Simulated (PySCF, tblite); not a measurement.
# C₆H₁₀O₂Si: geometry, infrared bands and NMR shifts

What infrared bands and NMR shifts should C₆H₁₀O₂Si (`C=C(C=O)[C@@H]1[SiH2][C@@H]1OC`) show?

Programs: tblite 0.8.0 and PySCF 2.14.0, with density-fitted response routines of our own. Each step states its level of theory. These are calculated values for one molecule in the gas phase, unless marked as measured. Atoms are numbered from 0 throughout.

### Step 1. The starting structure

19 atoms, charge 0, multiplicity 1; geometry from: force field or distance geometry start.

Bonds of the start (Å): C0–C1 1.34, C1–C2 1.46, C2–O3 1.22, C1–C4 1.45, C4–Si5 1.85, Si5–C6 1.88, C6–O7 1.38, O7–C8 1.39, C6–C4 1.50, C0–H9 1.10, C0–H10 1.09, C2–H11 1.11, C4–H12 1.13, Si5–H13 1.44, Si5–H14 1.46, C6–H15 1.10, C8–H16 1.10, C8–H17 1.12, C8–H18 1.12.

### Step 2. Optimising the geometry with GFN2-xTB

Job settings and geometry (Å):

```
{"job": {"kind": "relax", "xc": "GFN2-xTB", "basis": "xTB"}, "charge": 0, "multiplicity": 1}
C     -2.695300     0.314400     0.022700
C     -1.495300    -0.198800     0.320200
C     -1.187600    -0.311800     1.741800
O     -0.166600    -0.734600     2.252200
C     -0.660900    -0.590000    -0.798100
Si     0.685900    -1.812200    -0.456500
C      0.713700    -0.018800    -1.018300
O      1.322200     0.831600    -0.117200
C      2.272000     1.575300    -0.808800
H     -2.990800     0.421900    -1.026500
H     -3.380000     0.619600     0.813400
H     -1.984100     0.034700     2.433700
H     -1.217200    -0.691400    -1.775300
H      1.123800    -2.000000     0.904300
H      0.923400    -2.846300    -1.461400
H      1.086200     0.059000    -2.050300
H      1.863000     2.193400    -1.624000
H      3.046400     0.892500    -1.247100
H      2.731500     2.270900    -0.066600
```

Launch:

```sh
OMP_NUM_THREADS=1 python probes_run.py task.json out
```

This one command runs all jobs of the session in turn.

**Question.** This job is followed by: GFN2-xTB harmonic vibrations, gas phase; GIAO PBE0/pcSseg-1 NMR shielding, non-relativistic, gas phase. Predict these results of the whole session: strongest single infrared mode (GFN2-xTB); zero-point energy (GFN2-xTB); 13C shifts against TMS (PBE0/pcSseg-1); 1H shifts against TMS (PBE0/pcSseg-1, means over atoms taken as alike); 17O shifts against H2O (PBE0/pcSseg-1); 29Si shifts against TMS (PBE0/pcSseg-1); surface potential, 1st and 99th percentile.

As calculated:

| quantity | value |
| --- | --- |
| strongest single infrared mode (GFN2-xTB) | 2208 cm⁻¹, 408 km/mol |
| zero-point energy (GFN2-xTB) | 88.5 kcal/mol |
| 13C shifts against TMS (PBE0/pcSseg-1) | 202.8, 159.6, 132.9, 68.7, 63.1, 26.2 ppm |
| 1H shifts against TMS (PBE0/pcSseg-1, means over atoms taken as alike) | 9.27, 6.46, 6.09, 4.54, 4.03, 3.16, 2.68, 2.07 ppm |
| 17O shifts against H2O (PBE0/pcSseg-1) | 601.7, 15.0 ppm |
| 29Si shifts against TMS (PBE0/pcSseg-1) | -133.8 ppm |
| surface potential, 1st and 99th percentile | -1.33 V and 1.07 V |

**Reading.** The optimisation took 112 steps and gained 0.848 eV; among the close pairs (by a distance rule), C4–Si5 changed most, from 1.850 to 1.921 Å. No mode is imaginary among the 51: a minimum at this level. The strongest single mode, at 2208 cm⁻¹, moves mainly H14. Unscaled tight-binding wavenumbers are off by several per cent, some by more. Its intensities can rank the bands wrongly. The most deshielded carbon is C2 (aldehyde carbonyl carbon), at 202.8 ppm: the double bond to the heteroatom, with no lone-pair donor beside it, deshields it most. The most deshielded hydrogen is H11 (hydrogen on an aldehyde carbonyl carbon), at 9.27 ppm: deshielded by the polar, anisotropic C=O bond. At PBE0/pcSseg-1: Shielding is most anisotropic at O3 (span 1073 ppm, paramagnetic term -670 ppm). By nearest atom (PBE0/pcSseg-1), the HOMO sits on Si5 22 %; O7 18 % and the LUMO on C0, C2 about 24 % each; O3 20 %.
